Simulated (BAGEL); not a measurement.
**CH4AlFO (SMILES [CH3][Al]([OH])[F]) at HF/STO-3G (density fitting with qzvpp-jkfit)**

What is the energy change on altering one bond length of CH4AlFO at HF/STO-3G (density fitting with qzvpp-jkfit)? 

Program for the calculation: BAGEL 1.2.2.

2 further runs of the same task are left out: 1 that didn't finish, 1 set aside as unsound or not needed.

**1. Starting point**

CH4AlFO has 8 atoms, charge 0, and is taken as a singlet. SMILES: `[CH3][Al]([OH])[F]`. Geometry: relaxed at PBE0-D4/def2-TZVP. This is one conformer, not always the lowest.

Bond lengths: C1–Al2 1.930 Å, Al2–O3 1.689 Å, Al2–F4 1.654 Å, C1–H5 1.094 Å, C1–H6 1.093 Å, C1–H7 1.091 Å, O3–H8 0.956 Å. Angles: C1–Al2–O3 120.6°, C1–Al2–F4 121.2°, O3–Al2–F4 118.2°, Al2–C1–H5 110.7°, Al2–C1–H6 110.7°, Al2–C1–H7 111.9°, Al2–O3–H8 123.8°, H5–C1–H6 106.8°, H5–C1–H7 108.2°, H6–C1–H7 108.3°.

**2. The energy at HF/STO-3G (density fitting with qzvpp-jkfit)**

File calc.json:

```json
{ "bagel": [

{
  "title": "molecule",
  "basis": "sto-3g",
  "df_basis": "qzvpp-jkfit",
  "angstrom": true,
  "geometry": [
    { "atom": "C", "xyz": [      -0.540500,       1.137000,      -0.105400 ] },
    { "atom": "Al", "xyz": [       0.133600,      -0.668900,      -0.198600 ] },
    { "atom": "O", "xyz": [       1.255200,      -1.228300,       0.933600 ] },
    { "atom": "F", "xyz": [      -0.366000,      -1.708800,      -1.383300 ] },
    { "atom": "H", "xyz": [       0.272900,       1.859000,      -0.220000 ] },
    { "atom": "H", "xyz": [      -0.998800,       1.329500,       0.868500 ] },
    { "atom": "H", "xyz": [      -1.283600,       1.335300,      -0.879800 ] },
    { "atom": "H", "xyz": [       1.619500,      -2.111800,       0.929100 ] }
  ]
},

{
  "title": "hf"
},

{
  "title": "print",
  "file": "orbitals.molden",
  "orbitals": true
}

]}
```

The run is started by

```bash
BAGEL_NUM_THREADS=1 BAGEL calc.json > calc.out
```

Standard output:

```text
* using 1 threads per process

  ===============================================================
  ===============================================================

  *** Geometry ***

  { "atom" : "C", "xyz" : [     -1.021397,      2.148619,     -0.199177 ] },
  { "atom" : "Al", "xyz" : [      0.252467,     -1.264038,     -0.375300 ] },
  { "atom" : "O", "xyz" : [      2.371984,     -2.321151,      1.764248 ] },
  { "atom" : "F", "xyz" : [     -0.691640,     -3.229164,     -2.614058 ] },
  { "atom" : "H", "xyz" : [      0.515706,      3.513001,     -0.415740 ] },
  { "atom" : "H", "xyz" : [     -1.887458,      2.512391,      1.641227 ] },
  { "atom" : "H", "xyz" : [     -2.425652,      2.523351,     -1.662581 ] },
  { "atom" : "H", "xyz" : [      3.060411,     -3.990724,      1.755745 ] },

  Number of auxiliary basis functions:      429

  Since a DF basis is specified, we compute 2- and 3-index integrals:
    o Being stored without compression. Storage requirement is 0.003 GB

  Number of basis functions:       28
  Number of electrons      :       40

    * METHOD: MOLECULE                             0.11

  *** RHF ***

  === Nuclear Repulsion ===
   157.1934883848

      * DIIS with orbital gradients will be used.

  === RHF iteration (sto-3g) ===
      0       -450.60515213          0.01978760           0.01
      1       -450.71494555          0.00468695           0.01
      2       -450.72062842          0.00101538           0.01
      3       -450.72106414          0.00019385           0.01
      4       -450.72108102          0.00006050           0.01
      5       -450.72108321          0.00001238           0.01
      6       -450.72108330          0.00000202           0.01
      7       -450.72108330          0.00000054           0.01
      8       -450.72108330          0.00000016           0.01
      9       -450.72108330          0.00000005           0.01
     10       -450.72108330          0.00000001           0.01
     11       -450.72108330          0.00000000           0.01
    * SCF iteration converged.

    * Permanent dipole moment:
           (   -0.028989,     0.134524,     0.034471) a.u.

    * METHOD: HF                                   0.21

    * METHOD: PRINT                                0.00

  ===============================================================
```

Run time: 0.46 s. Hardware: 1 thread of Arm Neoverse V2, shared host; peak memory 0.082 GiB.

**3. The distorted shape at the same level**

File hf.json:

```json
{ "bagel" : [

{
  "title" : "molecule",
  "basis" : "sto-3g",
  "df_basis" : "qzvpp-jkfit",
  "angstrom" : "true",
  "geometry" : [
    { "atom" : "C", "xyz" : [   -0.708757,    1.220919,   -0.275247 ] },
    { "atom" : "Al", "xyz" : [   -0.034657,   -0.584981,   -0.368447 ] },
    { "atom" : "O", "xyz" : [    1.255200,   -1.228300,    0.933600 ] },
    { "atom" : "F", "xyz" : [   -0.534257,   -1.624881,   -1.553147 ] },
    { "atom" : "H", "xyz" : [    0.104643,    1.942919,   -0.389847 ] },
    { "atom" : "H", "xyz" : [   -1.167057,    1.413419,    0.698653 ] },
    { "atom" : "H", "xyz" : [   -1.451857,    1.419219,   -1.049647 ] },
    { "atom" : "H", "xyz" : [    1.619500,   -2.111800,    0.929100 ] }
  ]
},
{
  "title" : "hf"
},
{
  "title" : "print",
  "file" : "orbitals.molden",
  "orbitals" : "true"
}

]}
```

The run is started by

```bash
BAGEL_NUM_THREADS=1 BAGEL hf.json > hf.out
```

Standard output:

```text
* using 1 threads per process

  ===============================================================
  ===============================================================

  *** Geometry ***

  { "atom" : "C", "xyz" : [     -1.339357,      2.307203,     -0.520141 ] },
  { "atom" : "Al", "xyz" : [     -0.065492,     -1.105454,     -0.696264 ] },
  { "atom" : "O", "xyz" : [      2.371984,     -2.321151,      1.764248 ] },
  { "atom" : "F", "xyz" : [     -1.009599,     -3.070580,     -2.935022 ] },
  { "atom" : "H", "xyz" : [      0.197747,      3.671585,     -0.736704 ] },
  { "atom" : "H", "xyz" : [     -2.205418,      2.670975,      1.320263 ] },
  { "atom" : "H", "xyz" : [     -2.743612,      2.681935,     -1.983545 ] },
  { "atom" : "H", "xyz" : [      3.060411,     -3.990724,      1.755745 ] },

  Number of auxiliary basis functions:      429

  Since a DF basis is specified, we compute 2- and 3-index integrals:
    o Being stored without compression. Storage requirement is 0.003 GB

  Number of basis functions:       28
  Number of electrons      :       40

    * METHOD: MOLECULE                             0.11

  *** RHF ***

  === Nuclear Repulsion ===
   150.8494656277

      * DIIS with orbital gradients will be used.

  === RHF iteration (sto-3g) ===
      0       -450.52654954          0.02281765           0.01
      1       -450.66665810          0.00666647           0.01
      2       -450.67745219          0.00126758           0.01
      3       -450.67817242          0.00025748           0.01
      4       -450.67820394          0.00007948           0.01
      5       -450.67820775          0.00001470           0.01
      6       -450.67820787          0.00000277           0.01
      7       -450.67820788          0.00000077           0.01
      8       -450.67820788          0.00000023           0.01
      9       -450.67820788          0.00000007           0.01
     10       -450.67820788          0.00000002           0.01
     11       -450.67820788          0.00000000           0.01
    * SCF iteration converged.

    * Permanent dipole moment:
           (    0.195225,    -0.018484,     0.239154) a.u.

    * METHOD: HF                                   0.22

    * METHOD: PRINT                                0.00

  ===============================================================
```

Run time: 0.48 s. Hardware: 1 thread of Arm Neoverse V2, shared host; peak memory 0.082 GiB.

**4. What came out**

At HF/STO-3G (density fitting with qzvpp-jkfit):

```
                                                          quantity          value
                                         first shape: total energy  -450.72108 Eh
                                        first shape: dipole moment         0.36 D
                                          first shape: HOMO energy       -9.01 eV
                                          first shape: LUMO energy       10.01 eV
                                        first shape: HOMO–LUMO gap       19.02 eV
                                     distorted shape: total energy  -450.67821 Eh
                                    distorted shape: dipole moment         0.79 D
                                      distorted shape: HOMO energy       -7.84 eV
                                      distorted shape: LUMO energy        9.26 eV
                                    distorted shape: HOMO–LUMO gap       17.10 eV
energy change with the Al2–O3 bond stretched from 1.689 to 1.942 Å       1.167 eV
```

In words: With the Al2–O3 bond stretched from 1.689 to 1.942 Å the energy rises by 1.17 eV (113 kJ/mol). The first shape isn't relaxed at this level, so the change isn't measured from a minimum. The minimal basis adds a large error of its own.
